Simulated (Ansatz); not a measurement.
# VPt2: response to equal strain of all cell vectors

An exercise on one series of results from a longer session: the logs are not shown, and one member is left open.

Program: Ansatz 0.2.0. Level of theory: DFT r2SCAN, scalar-relativistic, plane waves, PAW. These are calculated values, not measurements.

**The starting structure**

It takes space group Immm (No. 71, orthorhombic). The conventional cell has a = 2.730 Å, b = 3.800 Å, c = 8.323 Å, α = 90.00°, β = 90.00°, γ = 90.00°. Around V (site symmetry mmm) lie 10 Pt at 2.69 to 2.84 Å and 2 V at 2.73 Å. Pt (site symmetry mm2) has 7 Pt at 2.65 to 2.79 Å and 5 V at 2.69 to 2.84 Å in its first shell of neighbours.

Coordinates:

```cif
data_structure
_symmetry_space_group_name_H-M 'Immm'
_symmetry_Int_Tables_number 71
_cell_length_a 2.7300
_cell_length_b 3.8000
_cell_length_c 8.3230
_cell_angle_alpha 90.000
_cell_angle_beta 90.000
_cell_angle_gamma 90.000
_cell_volume 86.34
loop_
_atom_site_label
_atom_site_type_symbol
_atom_site_symmetry_multiplicity
_atom_site_Wyckoff_symbol
_atom_site_fract_x
_atom_site_fract_y
_atom_site_fract_z
_atom_site_occupancy
V1 V 2 a 0.00000 0.00000 0.00000 1
Pt1 Pt 4 i 0.50000 0.50000 0.84100 1
```

Source of the structure: the Crystallography Open Database.

Set-up of the first run:

(A quick probe on a coarse mesh, which set the mesh and smearing, is not shown.)

Contents of input.yaml:

```yaml
crystal:
  lattice:
    - [-1.365, 1.9, 4.1615]
    - [1.365, -1.9, 4.1615]
    - [1.365, 1.9, -4.1615]
  atoms:
    - { symbol: V, position: [0.0, 0.0, 0.0] }
    - { symbol: Pt, position: [0.341, 0.341, 0.0] }
    - { symbol: Pt, position: [0.659, 0.659, 0.0] }
basis:
  ecutwfc: 500
kpoints:
  mp_grid: { grid: [18, 18, 18] }
hamiltonian:
  xc: r2scan
scf:
  occupations: { method: gaussian, width: 0.1 }
output:
  forces: true
  stress: true
  eigenvalues: true
relax:
  adjacent_minimum: "off"
  f_tol: 0.005
  max_steps: 80
  cell: { stress_tol: 0.05 }
```

On the command line:

```console
> ansatz run input.yaml --threads 1 --pin off --max-ram 2560MiB --backend cpu --events-out ev --progress --plain --runs-dir out
```

Among the steps run: Relaxing cell and atoms; The unstrained reference; At -2.0 %; Strain +2.0 %; At -4.0 %; Strain +4.0 %; At -6.0 %; Strain +6.0 %.

One of the session's tables, all rows but one given; the rest of the session is left out.

It belongs to the step «Energy and stress against strain (a metal throughout)». Lengths are those of the vectors of the cell that was run; stresses in GPa:

| strain (%) | ΔE (meV/atom) | a (Å) | b (Å) | c (Å) |
| --- | --- | --- | --- | --- |
| -6.0 | 500.0 | 2.557 | 3.568 | 7.866 |
| -4.0 | 204.5 | 2.612 | 3.644 | 8.033 |
| -2.0 | 47.0 | 2.666 | 3.720 | 8.200 |
| +0.0 | 0.0 | 2.720 | 3.796 | 8.368 |
| +2.0 | 40.4 | 2.775 | 3.872 | 8.535 |
| +4.0 | ? | ? | ? | ? |
| +6.0 | 310.0 | 2.884 | 4.024 | 8.870 |

Q: Estimate the row for strain (%) = +4.0 from the others.

Worked estimate for «ΔE (meV/atom)». A straight line through the neighbours (2.0, 40.4) and (6.0, 310.0) gives 40.4 + (310.0 − 40.4) × (4.0 − 2.0) / (6.0 − 2.0) = 175.2; a parabola fitted to 3 rows on both sides gives 143.7.

The run gave: ΔE (meV/atom): 149.1; a (Å): 2.829; b (Å): 3.948; c (Å): 8.702. In «ΔE (meV/atom)» the line misses by +26.1 and the parabola by -5.4.

ΔE is over the unstrained cell. Stress in GPa, positive in compression, on the Cartesian axes of the input. 

Caveats from the session: Warnings in the runs' records: stress scf threshold loose, seeded moment not kept.
